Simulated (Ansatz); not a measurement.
# Mg2Cl: the cost of one run

Computed with Ansatz 0.2.0 (DFT PBE, scalar-relativistic, plane waves, PAW, unless a step's input says otherwise).

## 1. Starting point

Symmetry: P6/mmm, No. 191, hexagonal system. Conventional cell: a = 5.618 Å, b = 5.618 Å, c = 14.000 Å, α = 90.00°, β = 90.00°, γ = 120.00°. Mg (site symmetry -6m2) has 3 Cl at 3.24 Å and 3 Mg at 3.24 Å as nearest neighbours. Cl (site symmetry 6/mmm) has 6 Mg at 3.24 Å as nearest neighbours.

Coordinates:

```
Mg Cl
1.0
     5.61816    0.00000    0.00000
    -2.80908    4.86547    0.00000
     0.00000    0.00000   14.00000
Mg Cl
2 1
Direct
  0.66667 0.33333 0.50000
  0.33333 0.66667 0.50000
  0.00000 0.00000 0.50000
```

The cell is invented: random sheet by layer group and Wyckoff sites. The dimensions are guesses.

It is a sheet, periodic along a and b, with vacuum along c; volumes and pressures of the box carry no meaning, and space groups named for it are those of the box.

## 2. A first look at the guess

input.yaml

```yaml
crystal:
  lattice:
    - [5.618161, 0.0, 0.0]
    - [-2.80908, 4.86547, 0.0]
    - [0.0, 0.0, 14.0]
  atoms:
    - { symbol: Mg, position: [0.66666667, 0.33333333, 0.5] }
    - { symbol: Mg, position: [0.33333333, 0.66666667, 0.5] }
    - { symbol: Cl, position: [0.0, 0.0, 0.5] }
  periodic: [true, true, false]
basis:
  ecutwfc: 420
kpoints:
  mp_grid: { grid: [6, 6, 1] }
hamiltonian:
  xc: pbe
scf:
  occupations: { method: gaussian, width: 0.1 }
  lower_state_search: "off"
output:
  forces: true
  stress: true
  eigenvalues: true
```

Run with:

```
$ ansatz run input.yaml --threads 1 --pin off --max-ram 2048MiB --backend cpu --events-out ev --progress --plain --runs-dir out
```

**Question.** How long does this run take on 1 thread of Arm Neoverse V1, shared host, and how much memory does it need?

About 5.7 s, with a peak of 0.59 GiB.
